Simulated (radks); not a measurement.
# Yb⁺ in [Kr] 4d10 4f14 5s2 5p4 6s1 7s2: an all-electron calculation

What are the levels of the ytterbium ion Yb+, how large are its shells, and how does its energy divide?

The numbers are computed with radks (a radial shooting solver on a logarithmic mesh, Libxc functionals) version 1 (Dirac Kohn-Sham, PBE, spin-unpolarised, spherical densities, finite nucleus; open shells fill j = l - 1/2 first), except any that are marked as measured or tabulated.

## Step 1: Starting point

```
element            : ytterbium (Z = 70)
charge             : +1
electrons          : 69
configuration      : [Kr] 4d10 4f14 5s2 5p4 6s1 7s2
nuclear rms radius : 5.3108 fm
```

## Step 2: The calculation

Input:

```text
Z 70
configuration [Kr] 4d10 4f14 5s2 5p4 6s1 7s2 6p0
relativity Dirac
functional pbe,pbe
spin unpolarised
j_filling energy
nucleus finite rms 5.3108 fm
c 137.035999084
```

Launch:

```sh
$ python run_ks.py task.json out
```

All runs below come from this command, one after another.

**Question.** What will this run give?

The runs gave:

| quantity | value |
| --- | --- |
| total energy | -14071.3902 hartree |
| exchange-correlation share of it | 2.09 % |
| −T/E | 1.1106 |
| highest occupied level | 7s1/2, -5.951 eV |
| most extended occupied level | 7s1/2, <r> = 6.19 bohr |
| radius at density 0.001 e/bohr³ | 6.28 bohr |
| maxima of the radial density | 5 |

What this shows: 7 principal shells are occupied and 5 maxima appear in the radial density; where shells overlap, one shows as a shoulder or not at all. −T/E is 1.111: with relativity the kinetic term as defined here no longer equals −E. This is not the tabulated ground configuration, so its levels and sizes aren't those of the ground state, and no measured value stands beside it.
